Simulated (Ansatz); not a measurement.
# Ba3SbS2: the cost of one run

Method: DFT PBE, scalar-relativistic, plane waves, PAW, in Ansatz 0.2.0.

## Step 1: Starting point

The structure is hexagonal, space group P6/mmm (No. 191). Conventional cell: a = 6.464 Å, b = 6.464 Å, c = 5.341 Å, α = 90.00°, β = 90.00°, γ = 120.00°. Ba (site symmetry mmm) has 4 Ba at 3.23 Å and 4 S at 3.26 Å as nearest neighbours. Around Sb (site symmetry 6/mmm) lie 6 S at 3.73 Å and 12 Ba at 4.19 Å. S (site symmetry -6m2) is surrounded by 6 Ba at 3.26 Å and 3 Sb at 3.73 Å.

Coordinates:

```xyz
6
Lattice="6.4643 0.0000 0.0000 -3.2321 5.5982 0.0000 0.0000 0.0000 5.3410" Properties=species:S:1:pos:R:3 pbc="T T T"
Ba    1.6161    2.7991    2.6705
Ba    3.2321    0.0000    2.6705
Ba   -1.6161    2.7991    2.6705
Sb    0.0000    0.0000    0.0000
S     3.2321    1.8661    0.0000
S     0.0000    3.7322    0.0000
```

A structure generator made this guess: species swapped into a database cell of EuCu3Pd2 (P6/mmm, No. 191), with Sb on the Eu sites, Ba on the Cu sites and S on the Pd sites. Lengths come from tabulated atomic sizes and are only a guess.

## Step 2: Probe: one point on a coarse mesh

File input.yaml:

```yaml
crystal:
  lattice:
    - [6.46427539, 0.0, 0.0]
    - [-3.2321377, 5.59822671, 0.0]
    - [0.0, 0.0, 5.34102196]
  atoms:
    - { symbol: Ba, position: [0.5, 0.5, 0.5] }
    - { symbol: Ba, position: [0.5, 0.0, 0.5] }
    - { symbol: Ba, position: [0.0, 0.5, 0.5] }
    - { symbol: Sb, position: [0.0, 0.0, 0.0] }
    - { symbol: S, position: [0.66666667, 0.33333333, 0.0] }
    - { symbol: S, position: [0.33333333, 0.66666667, 0.0] }
basis:
  ecutwfc: 420
kpoints:
  mp_grid: { grid: [3, 3, 4] }
hamiltonian:
  xc: pbe
scf:
  occupations: { method: gaussian, width: 0.1 }
  lower_state_search: "off"
output:
  forces: true
  stress: true
  eigenvalues: true
```

The run is started by

```console
> ansatz run input.yaml --threads 1 --pin off --max-ram 2560MiB --backend cpu --events-out ev --progress --plain --runs-dir out
```

What time and memory should one allow on 1 thread of Arm Neoverse V2, shared host?

About 3.8 s, with a peak of 0.4 GiB.
